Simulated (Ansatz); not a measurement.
Working through a scan of one input key of LiB₃, space group P4/mmm

Program: Ansatz 0.2.0, Python API.

The cells in order, each with its output:

**Cell 1**
```python
import ansatz as az
```

**Cell 2**
```python
SETTINGS = {
    "functional": "r2SCAN",
    "cutoff_ev": 550,
    "occupations": "Fermi-Dirac",
}
```

**Cell 3**
```python
xtal = (
    az.Lattice.from_parameters(4.12242405, 4.12242405, 4.358704, alpha=90, beta=90, gamma=90)
    .space_group(123, hermann_mauguin="P4/mmm")
    .atom("Li", (0.5, 0.5, 0.760246))
    .atom("B", (0.0, 0.296077, 0.0))
    .atom("B", (0.0, 0.0, 0.70171))
)
```

**Cell 4**
```python
[site.symbol for site in xtal.resolved().sites]
```
Output:
```text
['Li', 'Li', 'B', 'B', 'B', 'B', 'B', 'B']
```

**Cell 5**
```python
setup = xtal.calculation()
setup = setup.functional(SETTINGS["functional"])
setup = setup.basis(SETTINGS["cutoff_ev"]).kpoints(5)
setup = setup.occupations(SETTINGS["occupations"], width=150 * az.meV)
setup = setup.band_table()
typed = setup.input()
rows = []
for value in [1, 2, 3]:
    edited = typed.set(az.key.basis.xc_grid, value)
    report = az.Session.from_dict(edited).plan().execute().report
    rows.append((value, report["free_energy_ev"], report["n_iterations"], len(report["eigenvalues_ev"][0]) if "eigenvalues_ev" in report else 0))
print("       xc grid            F eV      iterations    bands listed")
for row in rows:
    print(f"{str(row[0]):>14s}  {row[1]:14.5f}  {row[2]:14d}  {row[3]:14d}")
```
Output:
```text
       xc grid            F eV      iterations    bands listed
             1     -1350.77209               6              20
             2     -1350.77356               6              20
             3     -1350.77364               6              20
```

What to keep in mind:
- Absolute energies stand on the zero of these potentials, so only differences at equal settings mean something. A total without «per atom» is that of the cell as typed.
- This cell is a computed structure, which may not be the phase found in nature.
- The whole script took 9.2 s on 1 thread of Arm Neoverse V2 (shared host), peak memory 0.44 GiB.

(Lines on the test bed's own set-up are left out of the output.)
